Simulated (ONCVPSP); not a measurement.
# P: generating and testing an ONCV potential

Task: generate the file, and judge it by its errors in other configurations, its logarithmic derivatives, its ghosts and its cutoff.

The numbers are computed with ONCVPSP 4.0.1.1 (patched build) (PBEsol, scalar-relativistic, spin-unpolarised reference atom).

### 1 Starting point

The settings as typed:

- element: phosphorus (P, Z = 15)
- type: optimised norm-conserving Vanderbilt (ONCV)
- frozen core: [He]
- valence charge: 13
- reference configuration: 2s2 2p6 3s2 3p3
- partial waves: 2s+3s: rc 1.00 bohr, ncon 4, nbas 7, qcut 10.2 1/bohr, 2 projectors; 2p+3p: rc 1.00 bohr, ncon 4, nbas 8, qcut 15.9 1/bohr, 3 projectors, debl 0.5 Ha
- local potential: polynomial inside 0.95 bohr (lpopt 5, dvloc0 4 Ha)
- core correction: Teter function, fcfact 3.75, rcfact 1.1

### 2 The generation run

P.dat

```
# ATOM AND REFERENCE CONFIGURATION
# atsym  z   nc   nv     iexc    psfile
  P 15.00    1    4  -116133      upf
#
#   n    l    f
    1    0    2.00
    2    0    2.00
    2    1    6.00
    3    0    2.00
    3    1    3.00
#
# PSEUDOPOTENTIAL AND OPTIMIZATION
# lmax
    1
#
#   l,   rc,      ep,       ncon, nbas, qcut
    0    1.00    0.00    4    7   10.20
    1    1.00    0.00    4    8   15.90
#
# LOCAL POTENTIAL
# lloc, lpopt,  rc(5),   dvloc0
    4    5    0.95    4.00
#
# VANDERBILT-KLEINMAN-BYLANDER PROJECTORs
# l, nproj, debl
    0    2    2.40
    1    3    0.50
#
# MODEL CORE CHARGE
# icmod, fcfact, rcfact
    3    3.75    1.10
#
# LOG DERIVATIVE ANALYSIS
# epsh1, epsh2, depsh
   -8.00    5.00    0.04
#
# OUTPUT GRID
# rlmax, drl
    6.00    0.01
#
# TEST CONFIGURATIONS
# ncnf
    4
# nvcnf
#   n    l    f
    4
    2    0    2.00
    2    1    6.00
    3    0    2.00
    3    1    2.00
#
    4
    2    0    2.00
    2    1    6.00
    3    0    2.00
    3    1    1.00
#
    4
    2    0    2.00
    2    1    6.00
    3    0    2.00
    3    1    0.00
#
    4
    2    0    2.00
    2    1    6.00
    3    0    1.00
    3    1    4.00
#
```

On the command line:

```sh
oncvpsp.x < P.dat > P.out
```

What does the calculation give? Wanted: cutoffs for 1 and 0.1 mHa per electron, occupied waves; bound ghosts; GHOST(+) flags; largest test error; largest phase difference near zero energy, channels read; rms error of d²Exc/dn², without and with the model core.

The runs gave:

```
                                                quantity                         value
  cutoffs for 1 and 0.1 mHa per electron, occupied waves              93 Ha and 105 Ha
                                            bound ghosts                    none found
                                          GHOST(+) flags            none at low energy
                            largest test error (AE − PS)  +10 meV, for 2s2 2p6 3s2 3p0
largest phase difference near zero energy, channels read                     0.000 rad
 rms error of d²Exc/dn², without and with the model core             1.80 and 1.46 mHa
```

In words: By total energies transferability is good: the largest error is 10 meV on 58.5 eV, for 2s2 2p6 3s2 3p0. The potential is very hard: the looser tolerance needs 93 Ha. The program's ghost test flags no bound state. Near zero energy the phases of the channels with partial waves agree within 0.001 rad.
